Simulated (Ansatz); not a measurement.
# CH₂B₂F₂O: a ladder of functionals and wavefunction methods

How much do the methods differ for CH₂B₂F₂O? The plan is to run it at one geometry with functionals of several rungs and with coupled cluster. The yardstick is the atomisation energy at the CCSD(T) limit.

The runs use Ansatz 0.2.0, Gaussian basis; functionals in def2-TZVPP, the program's frozen cores in correlated methods.

The runs, in order: LDA (SPW92), PBE-D4, revPBE-D4, BLYP-D4, r2SCAN-D4, B97M-V, PBE0-D4, B3LYP-D4, r2SCANh-D4, r2SCAN0-D4, HSE06-D4, BHLYP-D4, CAM-B3LYP-D4, LC-ωPBE, ωB97X-V, ωB97M-V, B2PLYP, PBE-QIDH; CCSD(T)/def2-SVP; CCSD(T)/def2-TZVPP; MP2/def2-QZVPP; extrapolation to the limit; RPA on PBE.

### 1 Structure used throughout

An earlier PBE0-D4 in a triple-zeta def2 set relaxation fixed the geometry.

SMILES `FB1COB1F`, 8 atoms, charge 0, spin multiplicity 1.

Atoms are counted from 1 here; the program's logs count them from 0.

Bond lengths: F1–B2 1.306 Å, B2–C3 1.587 Å, B2–B5 1.716 Å, C3–O4 1.476 Å, C3–H7 1.093 Å, C3–H8 1.093 Å, O4–B5 1.367 Å, B5–F6 1.314 Å. Angles: F1–B2–C3 132.2°, F1–B2–B5 146.4°, C3–B2–B5 81.4°, B2–C3–O4 90.7°, B2–C3–H7 117.9°, B2–C3–H8 117.9°, O4–C3–H7 109.8°, O4–C3–H8 109.8°, H7–C3–H8 109.0°, C3–O4–B5 98.6°, B2–B5–O4 89.3°, B2–B5–F6 147.7°, O4–B5–F6 123.0°.

Geometry (Å):

| atom | x (Å) | y (Å) | z (Å) |
| --- | --- | --- | --- |
| F1 | -1.8474 | -0.6617 | 1.1137 |
| B2 | -0.8410 | -0.1667 | 0.4436 |
| C3 | 0.5863 | -0.7548 | 0.0759 |
| O4 | 0.9340 | 0.4883 | -0.6401 |
| B5 | -0.2298 | 1.1746 | -0.4341 |
| F6 | -0.4343 | 2.3887 | -0.8920 |
| H7 | 0.6286 | -1.6025 | -0.6133 |
| H8 | 1.2958 | -0.9230 | 0.8905 |

### 2 LDA

This LDA is Slater exchange with PW92 correlation.

in.yaml

```yaml
crystal:
  periodic: [false, false, false]
  atoms:
    - {symbol: F, position_ang: [-1.847369, -0.661720, 1.113717]}
    - {symbol: B, position_ang: [-0.841027, -0.166691, 0.443552]}
    - {symbol: C, position_ang: [0.586293, -0.754808, 0.075853]}
    - {symbol: O, position_ang: [0.934005, 0.488253, -0.640109]}
    - {symbol: B, position_ang: [-0.229794, 1.174650, -0.434111]}
    - {symbol: F, position_ang: [-0.434263, 2.388716, -0.892040]}
    - {symbol: H, position_ang: [0.628558, -1.602547, -0.613309]}
    - {symbol: H, position_ang: [1.295797, -0.922954, 0.890546]}
basis:
  gaussian: {orbitals: def2-TZVPP}
hamiltonian: {xc: lda}
output: {orbitals: {seedname: orbitals}}
```

Command:

```sh
ansatz run in.yaml --threads 2 --pin off --events-out ev --progress --plain --max-ram 4352MiB
```

Further steps of the session: PBE-D4 (GGA); revPBE-D4 (GGA); BLYP-D4 (GGA); r2SCAN-D4 (meta-GGA); B97M-V (meta-GGA); B3LYP-D4 (hybrid); r2SCANh-D4 (hybrid); r2SCAN0-D4 (hybrid); HSE06-D4 (hybrid); BHLYP-D4 (hybrid); CAM-B3LYP-D4 (range-separated); LC-ωPBE (range-separated); ωB97X-V (range-separated); ωB97M-V (range-separated); B2PLYP (double hybrid); PBE-QIDH (double hybrid); CCSD(T) in def2-SVP; CCSD(T) in def2-TZVPP; MP2 in def2-QZVPP; RPA on PBE orbitals.

**Question.** What will the summary of the whole plan be? Wanted: atomisation energy, CCSD(T)/CBS; farthest beyond LDA; mean size of error, GGA; mean size of error, meta-GGA; mean size of error, hybrid; mean size of error, range-separated; mean size of error, double hybrid; gap, smallest and largest; T1 diagnostic.

The runs gave:

```
                               quantity                                      value
        atomisation energy, CCSD(T)/CBS                              3592.3 kJ/mol
 functionals within 18.0 kJ/mol (0.5 %)     B3LYP-D4, r2SCANh-D4, B2PLYP, PBE-QIDH
                    farthest beyond LDA                     PBE-D4 (+154.0 kJ/mol)
                mean size of error, GGA                                71.0 kJ/mol
           mean size of error, meta-GGA                                46.8 kJ/mol
             mean size of error, hybrid                                49.0 kJ/mol
    mean size of error, range-separated                                41.8 kJ/mol
      mean size of error, double hybrid                                11.2 kJ/mol
              gap, smallest and largest  3.53 eV (LDA (SPW92)), 11.31 eV (LC-ωPBE)
                          T1 diagnostic                                     0.0152
triples share of the correlation energy                                      3.5 %
```

In words: The LDA atomisation energy is off by 648.0 kJ/mol (18 %): it overbinds. PBE-D4 is off by +154.0 kJ/mol. Double hybrids carry the basis error of their MP2 part in triple zeta, and no dispersion term here, so their miss is partly the set-up's. Taken by rung, double hybrid functionals do best (11.2 kJ/mol on average) and GGA ones worst beyond LDA (71.0 kJ/mol). Misses under about 18.0 kJ/mol are within the doubt on the reference itself, which lacks core-valence correlation, relativity and higher excitations. Hartree-Fock recovers 74 % of the binding; the rest is correlation. CCSD(T) in def2-SVP is off by -140.9 kJ/mol, so the small basis spoils what the method gains. The gap grows from 3.5 to 11.3 eV across the functionals, mostly with the share of exact exchange.
